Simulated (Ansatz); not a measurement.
# ClH3OZn: the cost of one run

Method: RKS LDA/def2-SVP, in Ansatz 0.2.0.

**1. The structure to begin with**

Bond lengths: Zn1–Cl2 2.590 Å, Zn1–O3 1.790 Å, O3–H4 1.010 Å. Angles: Cl2–Zn1–O3 180.0°, Zn1–O3–H4 109.5°.

Coordinates:

```xyz
6

Zn    0.0000    0.0000    0.0000
Cl    0.0000    0.0000    2.5900
O     0.0000    0.0000   -1.7900
H     0.2547   -0.9174   -2.1271
H    -1.7461   -0.3167    0.5897
H    -1.4860   -0.2695    1.5637
```

**2. Pulling towards end A**

Springs on the bonds that form and break draw the guess towards this end; the thresholds are loose.

input.yaml

```yaml
crystal:
  periodic: [false, false, false]
  atoms:
    - { symbol: Zn, position_ang: [0.0, 0.0, 0.0] }
    - { symbol: Cl, position_ang: [0.0, 0.0, 2.59] }
    - { symbol: O, position_ang: [0.0, 0.0, -1.79] }
    - { symbol: H, position_ang: [0.2547, -0.9174, -2.1271] }
    - { symbol: H, position_ang: [-1.7461, -0.3167, 0.5897] }
    - { symbol: H, position_ang: [-1.486, -0.2695, 1.5637] }
basis:
  gaussian: { orbitals: def2-SVP }
hamiltonian:
  xc: lda
relax:
  f_tol: 0.15
  max_steps: 25
  restrain:
    - { distance: [0, 4], at: 2.77, k: 30.0 }
    - { distance: [5, 1], at: 2.57, k: 30.0 }
    - { distance: [0, 1], at: 2.24, k: 30.0 }
    - { distance: [5, 4], at: 0.66, k: 30.0 }
```

Run with:

```
ansatz run input.yaml --threads 1 --pin off --max-ram 2048MiB --backend cpu --events-out ev --progress --plain --runs-dir out
```

What time and memory should one allow on 1 thread of Arm Neoverse V2, shared host?

About 14 s, with a peak of 0.14 GiB.
